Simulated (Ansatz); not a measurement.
# Ta3AsAu2O13 in Ansatz: convergence with k mesh

Ta3AsAu2O13:

```
Ta As Au O
1.0
     5.45204    0.00000    0.00000
    -2.72602    4.72161    0.00000
     0.00000    0.00000    9.57902
Ta As Au O
3 1 2 13
Direct
  0.00000 0.00000 0.19408
  0.00000 0.00000 0.80592
  0.66667 0.33333 0.00000
  0.00000 0.00000 0.50000
  0.33333 0.66667 0.27428
  0.33333 0.66667 0.72572
  0.00000 0.00000 0.00000
  0.23947 0.97129 0.36402
  0.02871 0.26818 0.36402
  0.73182 0.76053 0.36402
  0.23947 0.97129 0.63598
  0.02871 0.26818 0.63598
  0.73182 0.76053 0.63598
  0.38452 0.33425 0.85844
  0.66575 0.05026 0.85844
  0.94974 0.61548 0.85844
  0.38452 0.33425 0.14156
  0.66575 0.05026 0.14156
  0.94974 0.61548 0.14156
```

The cell was built by a generator and needn't be a form met in nature.

```yaml
Program: Ansatz 0.2.0
Task: convergence study
Functional: PBE
Potentials_or_basis: Ansatz PAW soft_1
Cutoff: "420 eV (not typed: the program's choice for these potentials)"
k_mesh: 2 × 2 × 1
Occupations: fermi-dirac, width 0.05 eV
Spin: no spin polarisation
```

These are the settings of the first run; the series varies k mesh, with any setting tied to it.

Hardware: 8 threads of Intel(R) Xeon(R) 6975P-C (Granite Rapids), with other jobs on the host.

```
   k mesh  energy less the tightest run, at zero smearing (meV/atom)  pressure (GPa)  largest force (eV/Å)  SCF cycles  CPU time (s)  peak memory (GiB)
2 × 2 × 1                                                       3.34           -0.37                 0.331          15           4.4               0.67
3 × 3 × 2                                                       0.35           -0.26                 0.200          14            11                  1
4 × 4 × 2                                                      -0.21           -0.26                 0.214          14            12                1.1
5 × 5 × 3                                                      -0.01           -0.26                 0.216          14            18                1.3
7 × 7 × 3                                                       0.00           -0.25                 0.216          14            31                1.5
8 × 8 × 4                                                       0.00           -0.25                 0.216          14            56                1.8
9 × 9 × 5                                                       0.00           -0.25                 0.216          14            71                1.9
```

Against the tightest run, the energy stays within 1 meV/atom from 3 × 3 × 2 on; the pressure stays within 0.1 GPa from 3 × 3 × 2 on; the largest force stays within 0.005 eV/Å from 4 × 4 × 2 on. Meshes of other sizes hit other points, so gaps and Fermi surfaces needn't settle smoothly. The tightest run that finished is the yardstick and may itself not be fully converged.

Caveat, for the tightest run too: the pressure holds a Pulay correction of +0.4 GPa for the finite cutoff. Spin-orbit coupling is left out, which matters for the levels of Au, Ta.
